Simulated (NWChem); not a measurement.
# C2H4SSi (SMILES SC1=C[SiH2]1): levels of theory compared

Aim: a comparison of 3 runs (HF/STO-3G, HF/3-21G, B3LYP/6-31G*) of C2H4SSi. 

Program for the calculation: NWChem 7.3.0.

## 1. Starting point

C2H4SSi: 8 atoms, total charge 0, spin state singlet. SMILES: `SC1=C[SiH2]1`. The coordinates come from a PBE0-D4/def2-TZVP relaxation. This is one conformer, not always the lowest.

Bond lengths: S1–C2 1.718 Å, C2–C3 1.338 Å, C2–Si4 1.814 Å, C3–Si4 1.798 Å, S1–H5 1.342 Å, C3–H6 1.081 Å, Si4–H7 1.483 Å, Si4–H8 1.483 Å. Some angles: S1–C2–C3 135.6°, S1–C2–Si4 156.7°, C3–C2–Si4 67.6°, C2–C3–Si4 68.9°, C2–Si4–C3 43.5°, C2–S1–H5 97.3°, C2–C3–H6 136.2°, Si4–C3–H6 154.9°, C2–Si4–H7 120.9°, C2–Si4–H8 120.9°.

## 2. Energy and forces at HF/STO-3G (run 1)

input.nw reads:

```
start input
title "C2H4SSi"
memory stack 880 mb heap 220 mb global 1100 mb

geometry noautosym nocenter noautoz
  S       -0.593900       2.188800       0.194600
  C       -0.070400       0.552600       0.194400
  C        0.593100      -0.239600       1.044100
  Si       0.152600      -1.126000      -0.456500
  H       -1.174900       2.181300      -1.014900
  H        1.033500      -0.135100       2.026300
  H        1.135300      -1.400600      -1.532900
  H       -0.983100      -2.078400      -0.510800
end

basis spherical bse
  * library STO-3G
end

scf
  thresh 1e-08
  maxiter 80
  print low
end

task scf gradient
```

The run is started by

```bash
$ nwchem input.nw > input.out
```

Output:

```text
[...]
  functions       =    32
[...]
  wavefunction    = RHF
[...]
         Total SCF energy =   -755.801970001439
      One-electron energy =  -1416.648535703503
      Two-electron energy =    476.344548150629
 Nuclear repulsion energy =    184.502017551434
        Time for solution =      1.7s
[...]
                         RHF ENERGY GRADIENTS
    atom               coordinates                        gradient
                 x          y          z           x          y          z
   1 S      -1.122308   4.136232   0.367741    0.009523  -0.018951   0.007172
   2 C      -0.133037   1.044263   0.367363   -0.025710   0.054810  -0.016927
   3 C       1.120796  -0.452778   1.973063    0.021992  -0.012607   0.037189
   4 Si      0.288372  -2.127831  -0.862660    0.000147  -0.000399   0.000028
   5 H      -2.220239   4.122059  -1.917883   -0.003294   0.001020  -0.006155
   6 H       1.953032  -0.255302   3.829152    0.000718   0.003076   0.003538
   7 H       2.145406  -2.646750  -2.896761    0.020313  -0.006433  -0.023034
   8 H      -1.857790  -3.927606  -0.965272   -0.023690  -0.020516  -0.001811
 Task  times  cpu:        2.2s     wall:        2.2s
 Total times  cpu:        2.2s     wall:        2.2s
```

Wall time 2.8 s (1 thread of Intel Xeon Platinum 8559C (Emerald Rapids), shared host); peak memory 0.1 GiB.

## 3. Energy and gradient at HF/3-21G (run 2)

struct.nw reads:

```
start struct
title "C2H4SSi"
memory 2200 mb
geometry noautosym nocenter noautoz
 S    -0.593900    2.188800    0.194600
 C    -0.070400    0.552600    0.194400
 C     0.593100   -0.239600    1.044100
 Si    0.152600   -1.126000   -0.456500
 H    -1.174900    2.181300   -1.014900
 H     1.033500   -0.135100    2.026300
 H     1.135300   -1.400600   -1.532900
 H    -0.983100   -2.078400   -0.510800
end
basis spherical bse
 * library 3-21G
end
scf
 thresh 1e-08
 maxiter 80
end
task scf gradient
```

The run is started by

```bash
$ nwchem struct.nw > struct.out
```

Output:

```text
[...]
  functions       =    52
[...]
  wavefunction    = RHF
[...]
         Total SCF energy =   -760.483231687430
      One-electron energy =  -1416.938045831941
      Two-electron energy =    471.952796593078
 Nuclear repulsion energy =    184.502017551434
        Time for solution =      1.8s
[...]
                         RHF ENERGY GRADIENTS
    atom               coordinates                        gradient
                 x          y          z           x          y          z
   1 S      -1.122308   4.136232   0.367741    0.009963  -0.031878  -0.000493
   2 C      -0.133037   1.044263   0.367363   -0.017658   0.022898  -0.021402
   3 C       1.120796  -0.452778   1.973063   -0.004459  -0.021540  -0.023551
   4 Si      0.288372  -2.127831  -0.862660    0.004298   0.032134   0.030206
   5 H      -2.220239   4.122059  -1.917883    0.002454  -0.002649   0.003328
   6 H       1.953032  -0.255302   3.829152    0.005387   0.000241   0.011335
   7 H       2.145406  -2.646750  -2.896761    0.000917   0.000690  -0.000147
   8 H      -1.857790  -3.927606  -0.965272   -0.000901   0.000104   0.000723
[...]
```

Run time: 3.3 s. Hardware: 1 thread of Intel Xeon Platinum 8559C (Emerald Rapids), shared host; peak memory 0.1 GiB.

## 4. Energy and gradient at B3LYP/6-31G(d) (Cartesian functions) (run 3)

calc.xyz reads:

```xyz
8
C2H4SSi B3LYP
S     -0.593900     2.188800     0.194600
C     -0.070400     0.552600     0.194400
C      0.593100    -0.239600     1.044100
Si     0.152600    -1.126000    -0.456500
H     -1.174900     2.181300    -1.014900
H      1.033500    -0.135100     2.026300
H      1.135300    -1.400600    -1.532900
H     -0.983100    -2.078400    -0.510800
```

calc.nw reads:

```
start calc
title "C2H4SSi B3LYP"
memory 2200 mb

geometry noautosym nocenter noautoz
load format xyz calc.xyz
end

basis cartesian
* library 6-31G*
end

dft
xc b3lyp
mult 1
grid xfine
convergence energy 1e-08
maxiter 100
mulliken
noprint "final vectors analysis"
end

task dft gradient
```

The run is started by

```bash
$ nwchem calc.nw > calc.out
```

Output:

```text
[...]
          Wavefunction type:  closed shell.
          No. of atoms     :     8
          No. of electrons :    46
[...]
          Charge           :     0
          Spin multiplicity:     1
[...]
          AO basis - number of functions:    76
[...]
              XC Information
              --------------
                         B3LYP Method XC Potential
                     Hartree-Fock (Exact) Exchange  0.200
                        Slater Exchange Functional  0.800 local
                    Becke 1988 Exchange Functional  0.720 non-local
              Lee-Yang-Parr Correlation Functional  0.810
                  VWN I RPA Correlation Functional  0.190 local
[...]
 d= 0,ls=0.0,diis     1   -766.1762010228 -9.51D+02  1.18D-02  5.11D-01     3.0
[...]
 d= 0,ls=0.0,diis    10   -766.2241988941 -4.29D-09  6.04D-07  1.13D-09    26.7
         Total DFT energy =     -766.224198894147
      One electron energy =    -1422.647631381469
           Coulomb energy =      530.880149079875
    Exchange-Corr. energy =      -58.958734143986
 Nuclear repulsion energy =      184.502017551434
[...]
      Total Density - Mulliken Population Analysis
     ---------------------------------------------
    Atom       Charge   Shell Charges
 -----------   ------   -------------------------------------------------------
    1 S   16    15.99   2.00  1.99  5.97  1.41  3.06  0.48  1.05  0.04
    2 C    6     6.19   1.99  0.71  2.02  0.60  0.86  0.02
    3 C    6     6.25   1.99  0.70  2.05  0.61  0.89  0.01
    4 Si  14    13.68   2.00  1.99  5.96  1.02  1.91  0.23  0.38  0.18
    5 H    1     0.89   0.51  0.38
    6 H    1     0.85   0.52  0.33
    7 H    1     1.07   0.51  0.56
    8 H    1     1.07   0.51  0.56
[...]
  wavefunction    = closed shell
[...]
```

It took 34 s on 1 thread of Intel Xeon Platinum 8559C (Emerald Rapids), shared host; peak memory 0.14 GiB.

## 5. All runs side by side

| run | level | Cartesian functions | iteration cap | energy (Eh) | largest force (eV/Å) | wall time |
| --- | --- | --- | --- | --- | --- | --- |
| 1 | HF/STO-3G | no | 80 | -755.801970 | 3.233 | 2.8 s |
| 2 | HF/3-21G | no | 80 | -760.483232 | 2.279 | 3.3 s |
| 3 | B3LYP/6-31G* (Cartesian functions) | yes | 100 | -766.224199 | 0.676 | 34 s |

## 6. Results

| quantity | value |
| --- | --- |
| run 3: total energy | -766.22420 Eh |
| run 3: dipole moment | 0.80 D |
| run 3: largest force on an atom | 0.676 eV/Å |

In words: In run 1 the basis is minimal, so the values are rough. All runs together took 40 s, the longest 34 s.
